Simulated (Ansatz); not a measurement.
Task: a single point in a Gaussian basis of BH6PSSi, SMILES [SiH3]SBP, with the Ansatz DFT code, driven from Python. Give the script and its output. Use: B3LYP, def2-SVP basis, multiplicity 1.

```xyz
10

Si   -1.6119    0.3888    0.1565
S    -0.3005    0.8174   -1.4895
B     0.9016   -0.5428   -0.9884
P     2.3690   -0.1588    0.2059
H    -0.8887    0.5716    1.4242
H    -2.0905   -0.9984    0.0589
H    -2.7613    1.3049    0.1155
H     0.7604   -1.6362   -1.4119
H     1.8500    1.1355    0.6134
H     1.7719   -0.8819    1.3153
```

`energy_bh6pssi.py`
```python
# -*- coding: utf-8 -*-
"""Electronic structure of the BH6PSSi molecule."""

import ansatz as az
import numpy as np

GEOMETRY = """
Si   -1.61190    0.38880    0.15650
S    -0.30050    0.81740   -1.48950
B     0.90160   -0.54280   -0.98840
P     2.36900   -0.15880    0.20590
H    -0.88870    0.57160    1.42420
H    -2.09050   -0.99840    0.05890
H    -2.76130    1.30490    0.11550
H     0.76040   -1.63620   -1.41190
H     1.85000    1.13550    0.61340
H     1.77190   -0.88190    1.31530
"""


def main():
    system = az.Crystal.molecule()
    for line in GEOMETRY.strip().splitlines():
        symbol, *xyz = line.split()
        system = system.atom(symbol, [float(v) for v in xyz])

    setup = system.calculation()
    setup = setup.basis(gaussian="def2-SVP").functional("b3lyp")
    setup = setup.forces()
    print(setup.to_yaml())
    done = setup.run(threads=1, backend="cpu")
    data = done.report

    for key in ("converged", "free_energy_ev", "reference_energy_ev", "n_frozen", "n_occupied", "n_virtual"):
        print(f"{key:22s} {data[key]}")

    symbols = [site.symbol for site in system.cartesian_sites]
    print("forces (eV/A)")
    for symbol, f in zip(symbols, data["forces_ev_ang"]):
        print(f"  {symbol:2s} {f[0]:9.4f} {f[1]:9.4f} {f[2]:9.4f}")

    charges = data["charge_distribution"]
    print("dipole moment", round(4.803205 * float(np.linalg.norm(charges["dipole_moment_e_ang"])), 3), "D")
    print("Mulliken:", [(s, round(q, 3)) for s, q in zip(symbols, charges["mulliken_charges_e"])])


if __name__ == "__main__":
    main()
```

```console
$ python energy_bh6pssi.py
crystal:
  periodic: [false, false, false]
  atoms:
    - { symbol: Si, position_ang: [-1.6119, 0.3888, 0.1565] }
    - { symbol: S, position_ang: [-0.3005, 0.8174, -1.4895] }
    - { symbol: B, position_ang: [0.9016, -0.5428, -0.9884] }
    - { symbol: P, position_ang: [2.369, -0.1588, 0.2059] }
    - { symbol: H, position_ang: [-0.8887, 0.5716, 1.4242] }
    - { symbol: H, position_ang: [-2.0905, -0.9984, 0.0589] }
    - { symbol: H, position_ang: [-2.7613, 1.3049, 0.1155] }
    - { symbol: H, position_ang: [0.7604, -1.6362, -1.4119] }
    - { symbol: H, position_ang: [1.85, 1.1355, 0.6134] }
    - { symbol: H, position_ang: [1.7719, -0.8819, 1.3153] }
basis:
  gaussian:
    orbitals: def2-SVP
hamiltonian:
  xc: b3lyp
output:
  forces: true

converged              True
free_energy_ev         -28768.43983404516
reference_energy_ev    -28768.43983404516
n_frozen               0
n_occupied             [28, 28]
n_virtual              [70, 70]
forces (eV/A)
  Si    0.0592   -0.0123   -0.0329
  S     0.3955   -0.3100   -0.2581
  B    -0.1140    0.9627    0.3419
  P    -0.6370    0.3848    0.3295
  H     0.1147    0.0120    0.3617
  H    -0.1514   -0.3649    0.0620
  H    -0.2026    0.2639   -0.1534
  H    -0.1027   -0.5424   -0.2331
  H     0.3486   -0.4525   -0.0268
  H     0.2896    0.0585   -0.3910
dipole moment 1.306 D
Mulliken: [('Si', 0.399), ('S', -0.253), ('B', -0.031), ('P', 0.099), ('H', -0.082), ('H', -0.077), ('H', -0.06), ('H', 0.023), ('H', -0.015), ('H', -0.003)]
```

Caveats:
- Total energies depend on the basis set; only differences at equal settings carry meaning.
- The geometry is a force-field or estimated start, not a minimum of this method, and the basis set is short of its limit.
- b3lyp holds the VWN-RPA fit, as in Gaussian; the form of ORCA and Turbomole is b3lyp5.
- The whole script took 3.8 s on 1 thread of Arm Neoverse V2, on a shared host, peak memory 0.26 GiB.

(A comment or docstring line of the script was reworded after the run, the code is as it ran; lines on the test bed's own set-up are left out of the output.)
